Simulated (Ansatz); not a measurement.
# In3GaAs4: the cost of one run

Program: Ansatz 0.2.0. Level of theory: DFT PBEsol, scalar-relativistic, plane waves, PAW. These are calculated values, not measurements.

That is the level of the relaxation; later steps name their own.

## (1) The starting structure

It takes space group Amm2 (No. 38, orthorhombic). Conventional cell: a = 4.201 Å, b = 8.401 Å, c = 11.881 Å, α = 90.00°, β = 90.00°, γ = 90.00°. Ga (site symmetry mm2) has 4 As at 2.57 Å as nearest neighbours. In (site symmetry m) is surrounded by 4 As at 2.57 Å. Around In (site symmetry mm2) lie 4 As at 2.57 Å. As (site symmetry mm2) has 2 Ga at 2.57 Å and 2 In at 2.57 Å as nearest neighbours. Around As (site symmetry m) lie 3 In at 2.57 Å and 1 Ga at 2.57 Å. As (site symmetry mm2) has 4 In at 2.57 Å as nearest neighbours.

Structure file:

```cif
data_structure
_symmetry_space_group_name_H-M 'Amm2'
_symmetry_Int_Tables_number 38
_cell_length_a 4.2005
_cell_length_b 8.4010
_cell_length_c 11.8809
_cell_angle_alpha 90.000
_cell_angle_beta 90.000
_cell_angle_gamma 90.000
_cell_volume 419.26
loop_
_atom_site_label
_atom_site_type_symbol
_atom_site_symmetry_multiplicity
_atom_site_Wyckoff_symbol
_atom_site_fract_x
_atom_site_fract_y
_atom_site_fract_z
_atom_site_occupancy
Ga1 Ga 2 a 0.00000 0.00000 0.00000 1
In1 In 4 e 0.50000 0.25000 0.75000 1
In2 In 2 a 0.00000 0.50000 0.00000 1
As1 As 2 b 0.50000 0.50000 0.37500 1
As2 As 4 d 0.00000 0.75000 0.12500 1
As3 As 2 b 0.50000 0.50000 0.87500 1
```

(A quick probe on a coarse mesh, which set the mesh and smearing, is not shown.)

## (3) A loose first relaxation

File input.yaml:

```yaml
crystal:
  lattice:
    - [-5.940425, 0.0, 5.940425]
    - [-5.940425, -5.940425, 0.0]
    - [0.0, -5.940425, 5.940425]
  atoms:
    - { symbol: Ga, position: [0.0, 0.5, 0.0] }
    - { symbol: Ga, position: [0.0, 0.0, 0.0] }
    - { symbol: In, position: [0.0, 0.5, 0.5] }
    - { symbol: In, position: [0.0, 0.0, 0.5] }
    - { symbol: In, position: [0.5, 0.5, 0.0] }
    - { symbol: In, position: [0.5, 0.0, 0.0] }
    - { symbol: In, position: [0.5, 0.5, 0.5] }
    - { symbol: In, position: [0.5, 0.0, 0.5] }
    - { symbol: As, position: [0.125, 0.125, 0.125] }
    - { symbol: As, position: [0.125, 0.625, 0.125] }
    - { symbol: As, position: [0.125, 0.125, 0.625] }
    - { symbol: As, position: [0.125, 0.625, 0.625] }
    - { symbol: As, position: [0.625, 0.125, 0.125] }
    - { symbol: As, position: [0.625, 0.625, 0.125] }
    - { symbol: As, position: [0.625, 0.125, 0.625] }
    - { symbol: As, position: [0.625, 0.625, 0.625] }
basis:
  ecutwfc: 420
kpoints:
  mp_grid: { grid: [4, 4, 4] }
hamiltonian:
  xc: pbesol
scf:
  occupations: { method: gaussian, width: 0.1 }
output:
  forces: true
  stress: true
  eigenvalues: true
relax:
  adjacent_minimum: "off"
  f_tol: 0.05
  max_steps: 80
  cell: { stress_tol: 0.5 }
```

Run with:

```bash
$ ansatz run input.yaml --threads 4 --pin off --max-ram 10240MiB --backend cpu --events-out ev --progress --plain --runs-dir out
```

**Question.** How long does this run take on 4 threads of Intel Xeon Platinum 8259CL at 2.50GHz (Skylake/Cascade Lake), shared host, and how much memory does it need?

About 1.9 min, with a peak of 2 GiB.
